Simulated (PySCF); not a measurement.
**C₅H₂F₃OS−: electronic excitations**

Aim: predict the electronic excitations of C₅H₂F₃OS− (`FC(F)(F)c1ccoc1[S-]`).

Computed with PySCF 2.14.0, with density-fitted response routines of our own, on a single molecule in the gas phase. Atoms count from 0, in the outputs and in this text.

**1. The molecule as given**

12 atoms, charge -1, multiplicity 1; geometry from: GFN2-xTB.

Bonds of the start (Å): F0–C1 1.36, C1–F2 1.36, C1–F3 1.36, C1–C4 1.46, C4–C5 1.42, C5–C6 1.35, C6–O7 1.36, O7–C8 1.36, C8–S9 1.67, C8–C4 1.40, C5–H10 1.07, C6–H11 1.07.

**2. TDDFT and polarisability: B3LYP/def2-SVPD**

What the job is given:

```
{"job": {"kind": "uv", "xc": "B3LYP", "basis": "def2-SVPD", "nstates": 8, "ntriplets": 3}, "charge": -1, "multiplicity": 1}
F     -1.906218    -1.521696     0.466583
C     -1.649792    -0.272330    -0.011877
F     -2.403634     0.543832     0.768207
F     -2.261914    -0.247385    -1.223107
C     -0.217164     0.021945    -0.026878
C      0.811629    -0.860558     0.400422
C      1.978902    -0.200377     0.220305
O      1.758654     1.040891    -0.292224
C      0.412822     1.198128    -0.452009
S     -0.197714     2.622658    -1.065982
H      0.676135    -1.852120     0.787340
H      2.999491    -0.473673     0.403191
```

With the program's defaults for keys left out, this is: TDDFT B3LYP/def2-SVPD, vertical, gas phase, core orbitals frozen in the response.

Predict these results of the whole session: lowest singlet (B3LYP/def2-SVPD); brightest single state of those computed; lowest triplet.

**Answer**, as computed:

| quantity | value |
| --- | --- |
| lowest singlet (B3LYP/def2-SVPD) | 3.83 eV (324 nm), f = 0.011 |
| brightest single state of those computed | state 3, 4.23 eV, f = 0.253 |
| lowest triplet | 3.13 eV |

**Reading.** The lowest singlet, at 3.83 eV, is HOMO→LUMO 0.99 and is weak; of the 8 states computed, the strongest absorption comes from state 3 at 4.23 eV. The lowest triplet lies 0.71 eV below the lowest singlet (triplets in Tamm-Dancoff, singlets in full TDDFT). The lowest singlet lies above −ε(HOMO); no detachment energy was computed, so the anion's states may not be bound.
